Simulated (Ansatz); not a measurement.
**KLuS2: a phonon run**

The task is a phonon run on KLuS2. The structure is shown as the input types it.

Method: DFT, PBEsol, PAW with Ansatz's default frozen-core files, scalar-relativistic; harmonic phonons by finite displacements, in Ansatz 0.2.0.

**1. The starting structure**

It takes space group R-3m (No. 166, trigonal). Conventional cell: a = 3.936 Å, b = 3.936 Å, c = 21.841 Å, α = 90.00°, β = 90.00°, γ = 120.00°. Around K (site symmetry -3m) lie 6 S at 3.16 Å. Lu (site symmetry -3m) has 6 S at 2.69 Å in its first shell of neighbours. S (site symmetry 3m) is surrounded by 3 Lu at 2.69 Å and 3 K at 3.16 Å.

Structure file:

```xyz
4
Lattice="1.9680 1.1362 7.2803 -1.9680 1.1362 7.2803 0.0000 -2.2724 7.2803" Properties=species:S:1:pos:R:3 pbc="T T T"
K     0.0000    0.0000    0.0000
Lu    0.0000    0.0000   10.9205
S     0.0000    0.0000    5.0858
S     0.0000    0.0000   16.7552
```

**2. Running it**

File input.yaml:

```yaml
crystal:
  lattice:
    - [1.96798010565, 1.13621384376, 7.28033457598]
    - [-1.96798010565, 1.13621384376, 7.28033457598]
    - [0.0, -2.27242768752, 7.28033457598]
  atoms:
    - { symbol: K, position: [0.0, 0.0, 0.0] }
    - { symbol: Lu, position: [0.5, 0.5, 0.5] }
    - { symbol: S, position: [0.232857751922, 0.232857751922, 0.232857751922] }
    - { symbol: S, position: [0.767142248078, 0.767142248078, 0.767142248078] }
kpoints:
  mp_grid: { grid: [6, 6, 6] }
scf:
  occupations: { method: fixed }
  max_iter: 100
hamiltonian:
  xc: pbesol
  pseudopotentials: { kind: paw }
phonons:
  supercell: [1, 1, 1]
basis:
  ecutwfc: "520 ev"
```

Command:

```bash
ansatz run input.yaml --threads 1 --pin off --max-ram 3072MiB --backend cpu --events-out ev --progress --plain --runs-dir out
```

Q: Will this input give a usable result? If not, why, and what should change?

The run ended at the input check. It says: «line 22 column 12: unknown unit factor `ev` — a unit is read by its exact case: `eV` is a unit here, `ev` is not»

In the input, basis.ecutwfc is 520 ev. The unit is at fault.

Fix: delete basis.ecutwfc (the default then holds).
